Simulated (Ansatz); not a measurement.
Run this with Ansatz 0.2.0 through its Python package and show what comes out.

Input file `ch3osb.xyz`:
```text
6

C     0.08660   -0.28160   -0.66290
O    -0.90060   -0.77830    0.17530
Sb    0.67110   -0.14050    1.32770
H    -0.24870    0.71880   -1.13440
H     0.49330   -1.02360   -1.33830
H    -0.05960    1.44110    1.58630
```

Script `methods.py`:
```python
'''One geometry of CH3OSb, method by method.'''

import ansatz

molecule = ansatz.Crystal.molecule_from_extxyz('ch3osb.xyz')

calculation = molecule.calculation().basis(gaussian='def2-SVP')

methods = ['mp2', 'ccsd', 'ccsd_t']
reports = [calculation.correlation(m).run().report for m in methods]
print(f'Hartree-Fock reference {reports[0]["reference_energy_ev"] / 27.211386246:.6f} Ha')
best = reports[-1]['free_energy_ev'] - reports[-1]['reference_energy_ev']
for method, each in zip(methods, reports):
    gained = each['free_energy_ev'] - each['reference_energy_ev']
    print(f'{method:8s} total {each["free_energy_ev"] / 27.211386246:.6f} Ha  correlation {gained:9.4f} eV  ({100 * gained / best:.1f} % of the last)')
```

```console
$ python methods.py
Hartree-Fock reference -353.558013 Ha
mp2      total -354.008974 Ha  correlation  -12.2713 eV  (91.5 % of the last)
ccsd     total -354.033598 Ha  correlation  -12.9413 eV  (96.5 % of the last)
ccsd_t   total -354.050795 Ha  correlation  -13.4093 eV  (100.0 % of the last)
```

Caveats:
- Total energies depend on the basis set; only differences at equal settings carry meaning.
- The geometry is a force-field or estimated start, not a minimum of this method, and the basis set is short of its limit. A lower total doesn't mark the better method: functionals have no common bound, and MP2 and coupled cluster aren't variational.
- def2 sets replace the cores of elements past krypton by effective core potentials.
- Inner cores stay frozen; a filled d shell under the valence of the heavier atoms is correlated with it.
- Hardware and time: 9.2 s on 1 thread of Arm Neoverse V1, on a shared host, peak memory 0.26 GiB.
